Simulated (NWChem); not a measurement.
**CH4F2O2Si (SMILES CO[Si](O)(F)F) at 4 levels**

We compute a comparison of 4 runs (HF/STO-3G, HF/3-21G, B3LYP/6-31G*) of CH4F2O2Si. 

The results are computed with NWChem 7.3.0.

### Step 1. The structure to begin with

The species is CH4F2O2Si (10 atoms), meant as a singlet with charge 0. As SMILES, `CO[Si](O)(F)F`. Geometry: relaxed at PBE0-D4/def2-TZVP. This is one conformer, not always the lowest.

Bond lengths: C1–O2 1.416 Å, O2–Si3 1.609 Å, Si3–O4 1.610 Å, Si3–F5 1.583 Å, Si3–F6 1.576 Å, C1–H7 1.090 Å, C1–H8 1.094 Å, C1–H9 1.093 Å, O4–H10 0.957 Å. Some angles: C1–O2–Si3 126.0°, O2–Si3–O4 110.4°, O2–Si3–F5 109.4°, O2–Si3–F6 112.3°, O4–Si3–F5 112.0°, O4–Si3–F6 107.3°, F5–Si3–F6 105.4°, O2–C1–H7 107.9°, O2–C1–H8 111.2°, O2–C1–H9 110.8°.

### Step 2. Energy and forces at HF/STO-3G (run 1)

Input file mol.nw:

```
start mol
memory stack 880 mb heap 220 mb global 1100 mb

geometry noautosym nocenter noautoz
  C       -0.498100      -1.207600       0.972200
  O        0.459600      -0.388900       0.326800
  Si       0.143400       0.911800      -0.566000
  O        1.489700       1.456300      -1.260100
  F       -0.972100       0.558300      -1.632200
  F       -0.454100       2.093100       0.289500
  H        0.017700      -2.088700       1.354200
  H       -1.278800      -1.527700       0.276600
  H       -0.959400      -0.677600       1.809800
  H        2.135300       0.819700      -1.567800
end

basis "ao basis" spherical bse
  * library STO-3G
end

scf
  thresh 1e-08
  maxiter 80
  print low
end

task scf gradient
```

The run is started by

```bash
nwchem mol.nw > mol.out
```

What it wrote:

```text
[...]
  functions       =    38
[...]
  wavefunction    = RHF
[...]
         Total SCF energy =   -669.186602782364
      One-electron energy =  -1635.164433814248
      Two-electron energy =    614.641493007909
 Nuclear repulsion energy =    351.336338023974
        Time for solution =      1.7s
[...]
                         RHF ENERGY GRADIENTS
    atom               coordinates                        gradient
                 x          y          z           x          y          z
   1 C      -0.941273  -2.282033   1.837192   -0.004580  -0.015011   0.010413
   2 O       0.868518  -0.734914   0.617562   -0.018719   0.017302  -0.010307
   3 Si      0.270987   1.723052  -1.069585    0.018253   0.000507   0.005018
   4 O       2.815125   2.752008  -2.381244    0.000526  -0.028764  -0.000189
   5 F      -1.837003   1.055034  -3.084411    0.002464   0.002109   0.005710
   6 F      -0.858125   3.955385   0.547076    0.001926  -0.007802  -0.007154
   7 H       0.033448  -3.947071   2.559067    0.001567   0.003498  -0.002263
   8 H      -2.416582  -2.886934   0.522698    0.004640   0.003576  -0.002456
   9 H      -1.813003  -1.280478   3.420026    0.004715   0.002877  -0.003197
  10 H       4.035132   1.549008  -2.962712   -0.010791   0.021708   0.004424
[...]
```

It took 2.6 s on 1 thread of AMD EPYC 9R45 (Zen 5), shared host; peak memory 0.099 GiB.

### Step 3. Energy and forces at HF/3-21G (run 2)

Input file ch4f2o2si.xyz:

```xyz
10

C     -0.498100    -1.207600     0.972200
O      0.459600    -0.388900     0.326800
Si     0.143400     0.911800    -0.566000
O      1.489700     1.456300    -1.260100
F     -0.972100     0.558300    -1.632200
F     -0.454100     2.093100     0.289500
H      0.017700    -2.088700     1.354200
H     -1.278800    -1.527700     0.276600
H     -0.959400    -0.677600     1.809800
H      2.135300     0.819700    -1.567800
```

Input file ch4f2o2si.nw:

```
start ch4f2o2si
memory total 2200 mb
geometry units angstrom noautosym nocenter noautoz
   load format xyz ch4f2o2si.xyz
end
basis spherical bse
   * library 3-21G
end
scf
   thresh 1e-08
   maxiter 80
end
task scf gradient
```

The run is started by

```bash
nwchem ch4f2o2si.nw > ch4f2o2si.out
```

What it wrote:

```text
[...]
  functions       =    66
[...]
  wavefunction    = RHF
[...]
         Total SCF energy =   -674.312501439539
      One-electron energy =  -1635.127301125229
      Two-electron energy =    609.478461661716
 Nuclear repulsion energy =    351.336338023975
        Time for solution =      1.8s
[...]
                         RHF ENERGY GRADIENTS
    atom               coordinates                        gradient
                 x          y          z           x          y          z
   1 C      -0.941273  -2.282033   1.837192    0.011329   0.022277  -0.016353
   2 O       0.868518  -0.734914   0.617562   -0.004395   0.001146   0.001619
   3 Si      0.270987   1.723052  -1.069585   -0.004981  -0.010272  -0.000556
   4 O       2.815125   2.752008  -2.381244   -0.011813   0.005201   0.010102
   5 F      -1.837003   1.055034  -3.084411    0.012771   0.005886   0.010834
   6 F      -0.858125   3.955385   0.547076    0.011119  -0.013937  -0.013653
   7 H       0.033448  -3.947071   2.559067    0.004891  -0.006891   0.002672
   8 H      -2.416582  -2.886934   0.522698   -0.004739  -0.002432  -0.004436
   9 H      -1.813003  -1.280478   3.420026   -0.002578   0.003640   0.005692
  10 H       4.035132   1.549008  -2.962712   -0.011604  -0.004619   0.004079
[...]
```

It took 2.9 s on 1 thread of AMD EPYC 9R45 (Zen 5), shared host; peak memory 0.098 GiB.

Run 3 isn't shown in full; the table further down has it.

### Step 4. Energy and gradient at B3LYP/6-31G(d) (Cartesian functions) (run 4)

Input file run.py:

```python
from ase import Atoms
from ase.calculators.nwchem import NWChem

system = Atoms(['C', 'O', 'Si', 'O', 'F', 'F', 'H', 'H', 'H', 'H'], positions=[
    [-0.498100, -1.207600, 0.972200],
    [0.459600, -0.388900, 0.326800],
    [0.143400, 0.911800, -0.566000],
    [1.489700, 1.456300, -1.260100],
    [-0.972100, 0.558300, -1.632200],
    [-0.454100, 2.093100, 0.289500],
    [0.017700, -2.088700, 1.354200],
    [-1.278800, -1.527700, 0.276600],
    [-0.959400, -0.677600, 1.809800],
    [2.135300, 0.819700, -1.567800],
])

calc = NWChem(
    label='nw',
    theory='dft',
    memory='2200 mb',
    basis='6-31G*',
    dft={'xc': 'b3lyp', 'mult': '1', 'grid': 'fine', 'convergence': 'energy 1e-08', 'iterations': '100', 'mulliken': None},
)
system.calc = calc

forces = system.get_forces()
print(f"energy = {system.get_potential_energy():.6f} eV")
print("forces (eV/A):")
for s, f in zip(system.symbols, forces):
    print(f"{s:2s} {f[0]:10.5f} {f[1]:10.5f} {f[2]:10.5f}")
print("dipole (e A):", system.get_dipole_moment().round(4))
```

The run is started by

```bash
export ASE_NWCHEM_COMMAND="nwchem PREFIX.nwi > PREFIX.nwo"
python run.py
```

What it wrote:

```text
energy = -18513.094574 eV
forces (eV/A):
C    -0.16578   -0.16671    0.10377
O     0.43169   -0.33368    0.19551
Si   -0.07143    0.02000   -0.02628
O     0.32936    0.51180   -0.17432
F    -0.46573   -0.18512   -0.44845
F    -0.23736    0.52271    0.39204
H     0.03389   -0.08922    0.04577
H    -0.07708   -0.02941   -0.06438
H    -0.04901    0.04726    0.08351
H     0.27151   -0.29768   -0.10711
dipole (e A): [ 0.1395 -0.536   0.0802]
```

The calculator wrote nw.nwi:

```
title "nw"

permanent_dir nw

scratch_dir nw

start nw

geometry units angstrom nocenter noautosym noautoz
  C  -4.9809999999999999e-01 -1.2076000000000000e+00 9.7219999999999995e-01
  O  4.5960000000000001e-01 -3.8890000000000002e-01 3.2679999999999998e-01
  Si 1.4340000000000000e-01 9.1180000000000005e-01 -5.6599999999999995e-01
  O  1.4897000000000000e+00 1.4562999999999999e+00 -1.2601000000000000e+00
  F  -9.7209999999999996e-01 5.5830000000000002e-01 -1.6322000000000001e+00
  F  -4.5410000000000000e-01 2.0931000000000002e+00 2.8949999999999998e-01
  H  1.7700000000000000e-02 -2.0886999999999998e+00 1.3542000000000001e+00
  H  -1.2787999999999999e+00 -1.5277000000000001e+00 2.7660000000000001e-01
  H  -9.5940000000000003e-01 -6.7759999999999998e-01 1.8098000000000001e+00
  H  2.1353000000000000e+00 8.1969999999999998e-01 -1.5678000000000001e+00
end

memory 2200 mb

basis noprint
   * library 6-31G*
end

dft
  xc b3lyp
  mult 1
  grid fine
  convergence energy 1e-08
  iterations 100
  mulliken
end

task dft gradient
```

nw.nwo (excerpt; [...] marks lines left out):

```text
[...]
         Total DFT energy =     -680.343682516522
[...]
  wavefunction    = closed shell
                         DFT ENERGY GRADIENTS
    atom               coordinates                        gradient
                 x          y          z           x          y          z
   1 C      -0.941273  -2.282033   1.837192    0.003224   0.003242  -0.002018
   2 O       0.868518  -0.734914   0.617562   -0.008395   0.006489  -0.003802
   3 Si      0.270987   1.723052  -1.069585    0.001389  -0.000389   0.000511
[... 6 lines of this table left out ...]
  10 H       4.035132   1.549008  -2.962712   -0.005280   0.005789   0.002083
[...]
```

Run time: 19 s. Hardware: 1 thread of AMD EPYC 9R45 (Zen 5), shared host; peak memory 0.13 GiB.

### Step 5. All runs side by side

```csv
run,level,iteration cap,module,energy (Eh),largest force (eV/Å),wall time
1,HF/STO-3G,80,scf,-669.186603,1.479,2.6 s
2,HF/3-21G,80,scf,-674.312501,1.536,2.9 s
3,B3LYP/6-31G* (spherical functions),100,dft,-680.335350,0.760,18 s
4,B3LYP/6-31G* (Cartesian functions),100,dft,-680.343683,0.695,19 s
```

### Step 6. Outcome

```
                       quantity          value
            run 4: total energy  -680.34368 Eh
           run 4: dipole moment         2.69 D
             run 4: HOMO energy       -8.54 eV
             run 4: LUMO energy        0.82 eV
           run 4: HOMO–LUMO gap        9.36 eV
run 4: largest force on an atom     0.695 eV/Å
```

In run 1 the basis is minimal, so the values are rough. All runs together took 42 s, the longest 19 s.
